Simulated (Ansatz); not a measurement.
# YbI2 (CdI2 type): equation of state

Aim: the bulk modulus of YbI2 (CdI2 type) from energies at several volumes around the relaxed one, with shape and atoms relaxed at each. The start comes from a prototype table, not from a measured structure.

Method: DFT PBEsol, scalar-relativistic, plane waves, PAW, in Ansatz 0.2.0.

## 1. The starting structure

The structure is trigonal, space group P-3m1 (No. 164). The conventional cell has a = 4.358 Å, b = 4.358 Å, c = 7.117 Å, α = 90.00°, β = 90.00°, γ = 120.00°. Around Yb (site symmetry -3m) lie 6 I at 3.08 Å. I (site symmetry 3m) has 3 Yb at 3.08 Å as nearest neighbours.

Coordinates:

```
Yb I
1.0
     4.35849    0.00000    0.00000
    -2.17924    3.77456    0.00000
     0.00000    0.00000    7.11652
Yb I
1 2
Direct
  0.00000 0.00000 0.00000
  0.33333 0.66667 0.25051
  0.66667 0.33333 0.74949
```

This cell comes from an earlier session at PBEsol: 39.026 Å³/atom at -0.02 GPa, on a 8×8×6 mesh.

Volume factors to run: 0.980, 1.020, 0.960, 1.040.

## 2. At 0.980 of the relaxed volume

Input file input.yaml:

```yaml
crystal:
  lattice:
    - [4.329232747, 0.0, 0.0]
    - [-2.1646163735, 3.7492255378, 0.0]
    - [0.0, 0.0, 7.0687611825]
  atoms:
    - { symbol: Yb, position: [0.0, 0.0, 0.0] }
    - { symbol: I, position: [0.3333333333, 0.6666666667, 0.250513292] }
    - { symbol: I, position: [0.6666666667, 0.3333333333, 0.749486708] }
basis:
  ecutwfc: 420
  ecutrho_ratio: 4
kpoints:
  mp_grid: { grid: [8, 8, 6] }
hamiltonian:
  xc: pbesol
scf:
  occupations: { method: gaussian, width: 0.05 }
output:
  forces: true
  stress: true
  eigenvalues: true
relax:
  f_tol: 0.01
  max_steps: 40
  cell: { stress_tol: 0.1, fix: [volume] }
```

Started as:

```
ansatz run input.yaml --threads 4 --pin off --max-ram 4096MiB --backend cpu --events-out ev --progress --plain --runs-dir out
```

Further steps of the session: Scaling the volume by 1.020; At 0.960 of the relaxed volume; At 1.040 of the relaxed volume.

What does the calculation give? Wanted: fit.

As calculated:

```
quantity                    value
     fit  poor, no modulus quoted
```

The points don't follow one smooth curve, or give an unlikely pressure derivative, as when the electronic state or the structure changes between volumes; no modulus is quoted. These are values at 0 K without zero-point motion. No dispersion term is included, so distances between weakly bound layers or units are the least certain numbers. No U acts on the 4f shell, so its levels can lie too near the Fermi level. Spin–orbit coupling is left out, though the cell holds Yb; it splits the 4f levels.
